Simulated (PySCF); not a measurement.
# C20H14N4: the cost of one run

Computed with PySCF 2.14.0 and routines of our own; the level stands in each step. Atoms count from 0.

## Step 1: The starting structure

38 atoms, charge 0, multiplicity 1; geometry from: GFN2-xTB.

## Step 2: Electronic excitations: TDA LC-wPBE/6-31G*

Job settings and geometry (Å):

```
{"job": {"kind": "uv", "basis": "6-31G*", "grid": 1, "kgrid": 0, "vcut": 1.5, "nstates": 5, "ntriplets": 2, "tda": true, "delta": ["ip_vertical"], "pop": false, "xc": "LC-wPBE"}, "charge": 0, "multiplicity": 1}
C     -7.040408     0.703993     0.765671
C     -5.662541     0.821654     0.833028
C     -4.875536    -0.177765     0.261396
C     -3.412422    -0.098439     0.297605
C     -2.730648     0.334647     1.434167
C     -1.352550     0.413523     1.414451
C     -0.669464     0.063357     0.246348
C      0.789843     0.125386     0.140829
C      1.590533     0.885160     0.993382
C      2.962065     0.864019     0.832711
C      3.515874     0.090000    -0.188206
C      4.964004     0.022338    -0.421472
C      5.449016    -0.264809    -1.697435
C      6.818027    -0.309597    -1.894350
N      7.701771    -0.101318    -0.931896
C      7.244011     0.156013     0.280965
C      5.896837     0.231004     0.593229
N      2.749122    -0.607883    -1.026971
C      1.446757    -0.591707    -0.866401
N     -1.322152    -0.365636    -0.834935
C     -2.632869    -0.444543    -0.809004
C     -5.531661    -1.246277    -0.348228
C     -6.916499    -1.262759    -0.349371
N     -7.660217    -0.312832     0.191555
H     -7.684447     1.461858     1.192511
H     -5.206558     1.681029     1.301323
H     -3.278526     0.584177     2.332047
H     -0.816215     0.720836     2.298655
H      1.154441     1.508081     1.760903
H      3.592895     1.464731     1.468720
H      4.753119    -0.443453    -2.500816
H      7.234503    -0.523177    -2.870321
H      7.999479     0.308332     1.041151
H      5.586469     0.425049     1.608097
H      0.866064    -1.175661    -1.567002
H     -3.096237    -0.781779    -1.728182
H     -4.970013    -2.054651    -0.790928
H     -7.462069    -2.078509    -0.805577
```

With the program's defaults for keys left out, this is: TDA LC-wPBE/6-31G*, vertical, gas phase, core orbitals frozen in the response, virtual orbitals cut by energy.

Launch:

```sh
> OMP_NUM_THREADS=2 python large_run.py task.json out
```

One launch serves the whole session: the jobs run in the order shown.

**Question.** How long does this first job take on 2 threads of Arm Neoverse N1, shared host, and how much memory does it need?

About 82 s, with a peak of 1.4 GiB.
